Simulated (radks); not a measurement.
**Rb in [Ar] 3d10 4s2 4p5 5s1 4f1: an all-electron calculation**

One table from this session's results is given with a row withheld; the runs are named, their logs left out.

The numbers are computed with radks (a radial shooting solver on a logarithmic mesh, Libxc functionals) version 1 (Dirac Kohn-Sham, PBE, spin-unpolarised, spherical densities, finite nucleus; open shells fill j = l - 1/2 first), except any that are marked as measured or tabulated.

### The system

- element: rubidium (Z = 37)
- charge: 0
- electrons: 37
- configuration: [Ar] 3d10 4s2 4p5 5s1 4f1
- nuclear rms radius: 4.2036 fm

The first run:

The run's settings:

```text
Z 37
configuration [Ar] 3d10 4s2 4p5 5s1 4f1
relativity Dirac
functional pbe,pbe
spin unpolarised
j_filling energy
nucleus finite rms 4.2036 fm
c 137.035999084
```

Started as:

```console
$ python run_ks.py task.json out
```

The same process makes all the runs of this session.

One table of the session follows, with a row left open; its other results are not shown here.

It belongs to the step «Radial structure». Radial moments (bohr):

| level | <r> | outermost maximum (interpolated) | 90 % within | nodes |
| --- | --- | --- | --- | --- |
| 1s1/2 | 0.04029 | 0.0263 | 0.0721 | 0 |
| 2s1/2 | 0.1776 | 0.150 | 0.275 | 1 |
| 2p1/2 | 0.1523 | 0.117 | 0.249 | 0 |
| 2p3/2 | 0.1563 | 0.121 | 0.255 | 0 |
| 3s1/2 | 0.5103 | 0.451 | 0.758 | 2 |
| 3p1/2 | 0.5115 | 0.441 | 0.779 | 1 |
| 3p3/2 | 0.5219 | 0.449 | 0.794 | 1 |
| 3d3/2 | 0.5226 | 0.392 | 0.851 | 0 |
| 3d5/2 | 0.5264 | 0.394 | 0.857 | 0 |
| 4s1/2 | 1.427 | 1.25 | 2.09 | 3 |
| 4p1/2 | 1.631 | 1.38 | 2.44 | 2 |
| 4p3/2 | 1.664 | 1.41 | 2.49 | 2 |
| 5s1/2 | ? | ? | ? | ? |
| 4f5/2 | 16.64 | 16.0 | 23.3 | 0 |
| 4f7/2 | 16.64 | 16.0 | 23.3 | 0 |

Q: Estimate the row for 5s1/2 from the others.

**Answer.** <r>: 4.057; outermost maximum (interpolated): 3.58; 90 % within: 5.91; nodes: 4. In the column «<r>» it lies between 4p3/2 (1.664) and 4f5/2 (16.64).
